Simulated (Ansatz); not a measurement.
**Sc3GeBi6: from a guess to a relaxed structure**

Where does this trial cell of Sc3GeBi6 go when cell and atoms are let free?

Computed with Ansatz 0.2.0 (DFT PBE, scalar-relativistic, plane waves, PAW, unless a step's input says otherwise).

2 further runs of the same task are left out: 1 that didn't finish, 1 set aside as unsound or not needed.

## (1) The system as given

The structure is cubic, space group Fm-3m (No. 225). The conventional cell has a = 10.006 Å, b = 10.006 Å, c = 10.006 Å, α = 90.00°, β = 90.00°, γ = 90.00°. Around Sc (site symmetry -43m) lie 12 Bi at 3.55 Å. Sc (site symmetry m-3m) is surrounded by 6 Bi at 2.76 Å. Ge (site symmetry m-3m) is surrounded by 6 Bi at 2.25 Å. Bi (site symmetry 4mm) has 1 Ge at 2.25 Å as nearest neighbours.

Coordinates:

```
Sc Ge Bi
1.0
     0.00000    5.00278    5.00278
     5.00278    0.00000    5.00278
     5.00278    5.00278    0.00000
Sc Ge Bi
3 1 6
Direct
  0.25000 0.25000 0.25000
  0.75000 0.75000 0.75000
  0.50000 0.50000 0.50000
  0.00000 0.00000 0.00000
  0.77551 0.22449 0.22449
  0.22449 0.77551 0.77551
  0.22449 0.77551 0.22449
  0.77551 0.22449 0.77551
  0.22449 0.22449 0.77551
  0.77551 0.77551 0.22449
```

The cell is invented: species swapped into a database cell of Rb3ErF6 (Fm-3m, No. 225), with Sc on the Rb sites, Ge on the Er sites and Bi on the F sites. Its size is a rough estimate.

## (2) The guess as it stands, on a coarse mesh

input.yaml reads:

```yaml
crystal:
  lattice:
    - [0.0, 5.00278027, 5.00278027]
    - [5.00278027, 0.0, 5.00278027]
    - [5.00278027, 5.00278027, 0.0]
  atoms:
    - { symbol: Sc, position: [0.25, 0.25, 0.25] }
    - { symbol: Sc, position: [0.75, 0.75, 0.75] }
    - { symbol: Sc, position: [0.5, 0.5, 0.5] }
    - { symbol: Ge, position: [0.0, 0.0, 0.0] }
    - { symbol: Bi, position: [0.77551401, 0.22448599, 0.22448599] }
    - { symbol: Bi, position: [0.22448599, 0.77551401, 0.77551401] }
    - { symbol: Bi, position: [0.22448599, 0.77551401, 0.22448599] }
    - { symbol: Bi, position: [0.77551401, 0.22448599, 0.77551401] }
    - { symbol: Bi, position: [0.22448599, 0.22448599, 0.77551401] }
    - { symbol: Bi, position: [0.77551401, 0.77551401, 0.22448599] }
basis:
  ecutwfc: 420
kpoints:
  mp_grid: { grid: [4, 4, 4] }
hamiltonian:
  xc: pbe
scf:
  occupations: { method: gaussian, width: 0.1 }
  lower_state_search: "off"
output:
  forces: true
  stress: true
  eigenvalues: true
```

The run is started by

```
$ ansatz run input.yaml --threads 1 --pin off --max-ram 2560MiB --backend cpu --events-out ev --progress --plain --runs-dir out
```

The session goes on with these runs: coarse relaxation; spin check on a coarse mesh; final relaxation.

What does the calculation give? Wanted: conventional cell; volume; energy over the elements; gap on the mesh.

**Answer**, as computed:

| quantity | value |
| --- | --- |
| symmetry at the end (tolerance 0.05 Å) | space group Fm-3m (No. 225) |
| conventional cell | a = 11.008 Å, b = 11.008 Å, c = 11.008 Å, α = 90.00°, β = 90.00°, γ = 90.00° |
| volume | 33.35 Å³/atom |
| energy over the elements | +0.43 eV/atom |
| gap on the mesh | none (metal) |

The space group Fm-3m (No. 225) is kept, and the volume per atom grows by 33.2 % from the first guess. With a positive formation energy it can't be a ground state. No finished test with a distortion of lower symmetry is shown, so the end may be a saddle point. Spin-orbit coupling is left out for Bi. Other magnetic orders were not searched.
